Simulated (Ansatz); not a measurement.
# BrGaH5P: the cost of one run

Method: RKS B3LYP-D4/def2-SVP; program: Ansatz 0.2.0.

### 1 Reference run: BrGaH5P, relaxed

The input, input.yaml:

```yaml
crystal:
  periodic: [false, false, false]
  atoms:
    - { symbol: Ga, position_ang: [-0.791032, -0.708706, -0.919177] }
    - { symbol: Br, position_ang: [0.93131, 1.301977, -1.898569] }
    - { symbol: H, position_ang: [-0.075521, -2.05648, -1.232854] }
    - { symbol: H, position_ang: [-2.20975, -0.065046, -0.900227] }
    - { symbol: H, position_ang: [0.53698, 0.585952, -0.075381] }
    - { symbol: P, position_ang: [0.109444, -0.133904, 1.534996] }
    - { symbol: H, position_ang: [1.539847, -0.178724, 1.630109] }
    - { symbol: H, position_ang: [-0.041278, 1.254932, 1.861103] }
basis:
  gaussian: { orbitals: def2-SVP }
hamiltonian:
  xc: { name: B3LYP }
  dispersion: d4
output:
  forces: true
relax:
  f_tol: 0.02
  max_steps: 120
  constraints:
    - { distance: [0, 5] }
    - { distance: [1, 4] }
    - { distance: [0, 1] }
    - { distance: [4, 5] }
  escape_saddle: false
```

Command:

```console
ansatz run input.yaml --threads 1 --pin off --max-ram 2560MiB --backend cpu --events-out ev --progress --plain --runs-dir out
```

**Question.** How long does this run take on 1 thread of Intel Xeon 6975P-C (Granite Rapids), shared host, and how much memory does it need?

About 13 s, with a peak of 0.29 GiB.
